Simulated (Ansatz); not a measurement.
# W: the cost of one run

Method: DFT, LDA, all-electron LAPW, scalar-relativistic, in Ansatz 0.2.0.

### 1 The system as given

The structure is cubic, space group Fm-3m (No. 225). Conventional cell: a = 4.060 Å, b = 4.060 Å, c = 4.060 Å, α = 90.00°, β = 90.00°, γ = 90.00°. Around W (site symmetry m-3m) lie 12 W at 2.87 Å.

As a file:

```xyz
1
Lattice="0.0000 2.0300 2.0300 2.0300 0.0000 2.0300 2.0300 2.0300 0.0000" Properties=species:S:1:pos:R:3 pbc="T T T"
W     0.0000    0.0000    0.0000
```

### 2 Free moments, LAPW

File input.yaml:

```yaml
crystal:
  lattice:
    - [0.0, 2.03, 2.03]
    - [2.03, 0.0, 2.03]
    - [2.03, 2.03, 0.0]
  atoms:
    - { symbol: W, position: [0.0, 0.0, 0.0], spin: 1.0 }
magnetization:
  spin_polarized: true
kpoints:
  mp_grid: { grid: [12, 12, 12] }
scf:
  occupations: { method: fermi_dirac, width: 0.08 }
  lower_state_search: "off"
hamiltonian:
  xc: lda
  pseudopotentials: { kind: all_electron, lapw: { basis_error: 0.001 } }
output:
  forces: true
  stress: true
  eigenvalues: false
  populations: true
  dos: { projected: true, de: 0.1, e_range: [-8, 5] }
```

Launch:

```sh
> ansatz run input.yaml --threads 1 --pin off --max-ram 3072MiB --backend cpu --events-out ev --progress --plain --runs-dir out
```

What time and memory should one allow on 1 thread of Arm Neoverse V2, shared host?

About 23 s, with a peak of 0.37 GiB.
